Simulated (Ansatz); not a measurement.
# C₂H₇ClFNSZr: up Jacob's ladder to CCSD(T)

The task here is to estimate one member of a computed series from the others.

Computed with Ansatz 0.2.0, Gaussian basis. Level: functionals in def2-TZVPP, the program's frozen cores in correlated methods.

Plan: LDA (SPW92), PBE-D4, revPBE-D4, BLYP-D4, r2SCAN-D4, B97M-V, PBE0-D4, B3LYP-D4, r2SCANh-D4, r2SCAN0-D4, HSE06-D4, BHLYP-D4, CAM-B3LYP-D4, LC-ωPBE, ωB97X-V, ωB97M-V, B2PLYP, PBE-QIDH; CCSD(T)/def2-SVP; CCSD(T)/def2-TZVPP; MP2/def2-QZVPP; extrapolation to the limit; RPA on PBE.

### The geometry

The geometry comes from an earlier relaxation with PBE0-D4 in a triple-zeta def2 set; it is a stationary point, not always the lowest conformer. Zr takes the def2 core potential; no spin-orbit term is included.

14 atoms, charge 0, spin multiplicity 1.

Atoms are counted from 1 here; the program's logs count them from 0.

Bond lengths: C1–N2 1.444 Å, C1–H8 1.097 Å, C1–H9 1.097 Å, C1–H10 1.092 Å, N2–C3 1.448 Å, N2–Zr4 1.985 Å, C3–H11 1.097 Å, C3–H12 1.097 Å, C3–H13 1.095 Å, Zr4–F5 1.902 Å, Zr4–S6 2.448 Å, Zr4–Cl7 2.368 Å, S6–H14 1.348 Å. Angles: N2–C1–H8 110.9°, N2–C1–H9 111.1°, N2–C1–H10 110.8°, H8–C1–H9 107.9°, H8–C1–H10 108.0°, H9–C1–H10 108.0°, C1–N2–C3 113.9°, C1–N2–Zr4 128.0°, C3–N2–Zr4 118.0°, N2–C3–H11 111.0°, N2–C3–H12 111.2°, N2–C3–H13 111.0°, H11–C3–H12 108.5°, H11–C3–H13 107.5°, H12–C3–H13 107.5°, N2–Zr4–F5 109.4°, N2–Zr4–S6 100.5°, N2–Zr4–Cl7 110.7° and more.

Set-up of the first run:

in.yaml reads:

```yaml
crystal:
  periodic: [false, false, false]
  atoms:
    - {symbol: C, position_ang: [0.236636, 0.372590, 1.791666]}
    - {symbol: N, position_ang: [0.288045, -0.005446, 0.399055]}
    - {symbol: C, position_ang: [1.039366, -1.217025, 0.146288]}
    - {symbol: Zr, position_ang: [-0.540413, 0.918176, -1.150460]}
    - {symbol: F, position_ang: [-1.167789, 2.628986, -0.605038]}
    - {symbol: S, position_ang: [-2.400518, -0.597548, -1.633260]}
    - {symbol: Cl, position_ang: [0.963262, 1.000854, -2.977360]}
    - {symbol: H, position_ang: [-0.235234, -0.413784, 2.393794]}
    - {symbol: H, position_ang: [1.244119, 0.544817, 2.191157]}
    - {symbol: H, position_ang: [-0.340436, 1.290830, 1.922577]}
    - {symbol: H, position_ang: [0.602710, -2.068387, 0.682233]}
    - {symbol: H, position_ang: [2.085347, -1.108433, 0.458616]}
    - {symbol: H, position_ang: [1.038275, -1.463760, -0.921044]}
    - {symbol: H, position_ang: [-2.813369, 0.118120, -2.698225]}
basis:
  gaussian: {orbitals: def2-TZVPP}
hamiltonian: {xc: lda}
output: {orbitals: {seedname: orbitals}}
```

Started as:

```console
> ansatz run in.yaml --threads 2 --pin off --events-out ev --progress --plain --max-ram 31744MiB --backend cuda --devices 0, --max-vram 18GiB
```

Among the steps run: LDA; PBE-D4 (GGA); revPBE-D4 (GGA); BLYP-D4 (GGA); r2SCAN-D4 (meta-GGA); B97M-V (meta-GGA); PBE0-D4 (hybrid); B3LYP-D4 (hybrid); r2SCANh-D4 (hybrid); r2SCAN0-D4 (hybrid); HSE06-D4 (hybrid); BHLYP-D4 (hybrid); CAM-B3LYP-D4 (range-separated); LC-ωPBE (range-separated); ωB97X-V (range-separated); ωB97M-V (range-separated); B2PLYP (double hybrid); PBE-QIDH (double hybrid).

One table of the session follows, with a row left open; its other results are not shown here.

It belongs to the step «Frontier levels by functional». 

| functional | HOMO (eV) | LUMO (eV) | gap (eV) |
| --- | --- | --- | --- |
| LDA (SPW92) | -6.30 | -2.57 | 3.73 |
| PBE-D4 | -6.16 | -2.33 | 3.83 |
| revPBE-D4 | -6.10 | -2.24 | 3.86 |
| BLYP-D4 | -6.04 | -2.20 | 3.84 |
| r2SCAN-D4 | -6.38 | -2.16 | 4.22 |
| B97M-V | -6.46 | -2.14 | 4.32 |
| PBE0-D4 | -7.40 | -1.48 | 5.91 |
| B3LYP-D4 | -7.19 | -1.69 | 5.49 |
| r2SCANh-D4 | -6.85 | -1.85 | 5.00 |
| r2SCAN0-D4 | -7.55 | -1.37 | 6.18 |
| HSE06-D4 | ? | ? | ? |
| BHLYP-D4 | -8.55 | -0.48 | 8.08 |
| CAM-B3LYP-D4 | -8.73 | -0.37 | 8.36 |
| LC-ωPBE | -10.05 | 0.78 | 10.83 |
| ωB97X-V | -9.72 | 0.69 | 10.41 |
| ωB97M-V | -9.62 | 0.60 | 10.22 |

**Question.** Estimate the row for HSE06-D4.

As computed: HOMO (eV): -7.00; LUMO (eV): -1.86; gap (eV): 5.14. In the column «HOMO (eV)» it lies between B3LYP-D4 (-7.19) and r2SCANh-D4 (-6.85).
